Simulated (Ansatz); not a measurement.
# C2H7GaO2: single point in a Gaussian basis from a Python script

A script is to give a single point in a Gaussian basis; the system is C2H7GaO2.

Computed with the Python package of Ansatz 0.2.0. Level of theory: PBE0/def2-SVPD.

## (1) The system

Bond lengths: C1–O2 1.414 Å, O2–Ga3 1.724 Å, Ga3–O4 1.738 Å, O4–C5 1.416 Å, C1–H6 1.094 Å, C1–H7 1.093 Å, C1–H8 1.093 Å, Ga3–H9 1.512 Å, C5–H10 1.092 Å, C5–H11 1.093 Å, C5–H12 1.093 Å. Angles (14 of 17 angles, heavy atoms first): C1–O2–Ga3 146.1°, O2–Ga3–O4 120.9°, Ga3–O4–C5 147.6°, O2–C1–H6 108.7°, O2–C1–H7 111.8°, O2–C1–H8 109.2°, O2–Ga3–H9 106.6°, O4–Ga3–H9 132.5°, O4–C5–H10 112.0°, O4–C5–H11 109.1°, O4–C5–H12 108.7°, H6–C1–H7 108.9°, H6–C1–H8 109.3°, H7–C1–H8 108.9°.

No structure file is read: the coordinates are typed or built in the script.

## (2) Script

Contents of energy_c2h7gao2.py:

```python
"""Electronic structure of the C2H7GaO2 molecule."""

import ansatz as az
import numpy as np

c2h7gao2 = (
    az.Crystal.molecule()
    .atom("C", (-2.12419, 0.98592, 1.21043))
    .atom("O", (-0.92229, 0.30494, 1.5142))
    .atom("Ga", (0.52809, -0.38767, 0.88973))
    .atom("O", (0.86622, -0.36482, -0.81467))
    .atom("C", (1.75354, -0.71063, -1.86232))
    .atom("H", (-2.18797, 1.88024, 1.83648))
    .atom("H", (-2.16738, 1.28464, 0.16018))
    .atom("H", (-2.97248, 0.33209, 1.42801))
    .atom("H", (1.28931, -0.93655, 2.07567))
    .atom("H", (2.67957, -1.14971, -1.48564))
    .atom("H", (1.26316, -1.42999, -2.52237))
    .atom("H", (1.99441, 0.19154, -2.42971))
)

job = (
    c2h7gao2.calculation()
    .basis(gaussian="def2-SVPD")
    .functional("pbe0")
    .forces()
)
report = job.session().plan(threads=1).execute().report

for key in ("converged", "free_energy_ev", "reference_energy_ev", "n_frozen", "n_occupied", "n_virtual"):
    print(f"{key:22s} {report[key]}")

state = report["mean_field"]["state"]
print(f"mean field: {state['energy']['hartree']:.7f} Ha, <S^2> = {abs(state['spin_squared']):.4f}, stability: {state.get('stability', {}).get('kind')}")

symbols = [site.symbol for site in c2h7gao2.cartesian_sites]
forces = np.array(report["forces_ev_ang"])
print("largest force", round(float(np.linalg.norm(forces, axis=1).max()), 4), "eV/A, rms", round(float(np.sqrt((forces ** 2).mean())), 4))

charges = report["charge_distribution"]
print("dipole moment", round(4.803205 * float(np.linalg.norm(charges["dipole_moment_e_ang"])), 3), "D")
print("Mulliken:", [(s, round(q, 3)) for s, q in zip(symbols, charges["mulliken_charges_e"])])
```

## (3) The run

Command:

```console
$ python energy_c2h7gao2.py
```

The program printed:

```text
converged              True
free_energy_ev         -58635.58960089719
reference_energy_ev    -58635.58960089719
n_frozen               0
n_occupied             [33, 33]
n_virtual              [147, 147]
mean field: -2154.8181732 Ha, <S^2> = 0.0000, stability: minimum
largest force 2.0988 eV/A, rms 0.5706
dipole moment 1.141 D
Mulliken: [('C', 0.728), ('O', -0.657), ('Ga', 0.329), ('O', -0.863), ('C', 0.744), ('H', -0.05), ('H', -0.058), ('H', -0.049), ('H', 0.047), ('H', -0.064), ('H', -0.053), ('H', -0.055)]
```

It took 14 s on 1 thread of Arm Neoverse V1, shared host; peak memory 0.57 GiB.

## (4) The run's own record

The report of the run holds:

| item | value |
| --- | --- |
| SCF cycles in all | 17 |
| orbitals | 180 |
| total energy (eV) | -58635.58960 |

## (5) The same input on the command line

The engine's input of that run, saved to a file, gives the whole log.

Contents of input.yaml:

```yaml
crystal:
  periodic: [false, false, false]
  atoms:
    - { symbol: C, position_ang: [-2.12419, 0.98592, 1.21043] }
    - { symbol: O, position_ang: [-0.92229, 0.30494, 1.5142] }
    - { symbol: Ga, position_ang: [0.52809, -0.38767, 0.88973] }
    - { symbol: O, position_ang: [0.86622, -0.36482, -0.81467] }
    - { symbol: C, position_ang: [1.75354, -0.71063, -1.86232] }
    - { symbol: H, position_ang: [-2.18797, 1.88024, 1.83648] }
    - { symbol: H, position_ang: [-2.16738, 1.28464, 0.16018] }
    - { symbol: H, position_ang: [-2.97248, 0.33209, 1.42801] }
    - { symbol: H, position_ang: [1.28931, -0.93655, 2.07567] }
    - { symbol: H, position_ang: [2.67957, -1.14971, -1.48564] }
    - { symbol: H, position_ang: [1.26316, -1.42999, -2.52237] }
    - { symbol: H, position_ang: [1.99441, 0.19154, -2.42971] }
basis:
  gaussian: { orbitals: def2-SVPD }
hamiltonian:
  xc: pbe0
output:
  forces: true
```

Command:

```console
$ ansatz run input.yaml --threads 1 --pin off --max-ram 4096MiB --backend cpu --events-out ev --progress --plain --runs-dir out
```

The program printed (excerpt; [...] marks lines left out):

```text
Warning: RAYON_NUM_THREADS=1 ignored (pool sized by the plan → 1); use --threads N
[...]
Functional definition: PBE0
[...]
1606 factors; their error is unknown
[...]
mean field -58635.58956264 eV, -2154.8181717969 hartree, gradient 7.0e-5 eV, S^2 0.000000; 0 other end points of the search recorded, 0 dependent functions left out
[...]
reference -58635.58960090 eV, -2154.8181732029 hartree; 33, 33 occupied and 147, 147 virtual orbitals, 1606 factors
Total energy: -58635.58960090 eV, -2154.8181732029 hartree
Atom 0 at    -2.124190     0.985920     1.210430 Å, force     1.093825    -0.544475    -0.031610 eV/Å
Atom 1 at    -0.922290     0.304940     1.514200 Å, force    -1.827878     0.911053     0.483641 eV/Å
Atom 2 at     0.528090    -0.387670     0.889730 Å, force     0.759232    -0.424096     0.099781 eV/Å
Atom 3 at     0.866220    -0.364820    -0.814670 Å, force     0.145480     0.095750    -1.469675 eV/Å
Atom 4 at     1.753540    -0.710630    -1.862320 Å, force    -0.680323     0.242077     1.104774 eV/Å
Atom 5 at    -2.187970     1.880240     1.836480 Å, force    -0.096721     0.213280     0.128879 eV/Å
Atom 6 at    -2.167380     1.284640     0.160180 Å, force    -0.071791     0.111521    -0.312152 eV/Å
Atom 7 at    -2.972480     0.332090     1.428010 Å, force    -0.267747    -0.108113     0.055972 eV/Å
Atom 8 at     1.289310    -0.936550     2.075670 Å, force     0.587747    -0.340879     0.271081 eV/Å
Atom 9 at     2.679570    -1.149710    -1.485640 Å, force     0.334099    -0.159166     0.091496 eV/Å
Atom 10 at     1.263160    -1.429990    -2.522370 Å, force    -0.074406    -0.180369    -0.221396 eV/Å
Atom 11 at     1.994410     0.191540    -2.429710 Å, force     0.098483     0.183418    -0.200791 eV/Å
Dipole moment:     0.127101    -0.041323    -0.196499 e Å
```

Run time: 13 s. Hardware: 1 thread of Arm Neoverse V1, shared host; peak memory 0.49 GiB.

Script and command line differ by 0.000 meV in the energy.

## (6) Results

```
     quantity           value
 total energy  -58635.5896 eV
largest force      2.099 eV/Å
dipole moment          1.14 D
```

What this shows: Forces reach 2.10 eV/Å, so the atoms aren't at rest. The geometry is a force-field or estimated start, not a minimum of this method, and the basis set is short of its limit. Mulliken charges are unreliable in a basis with diffuse functions.
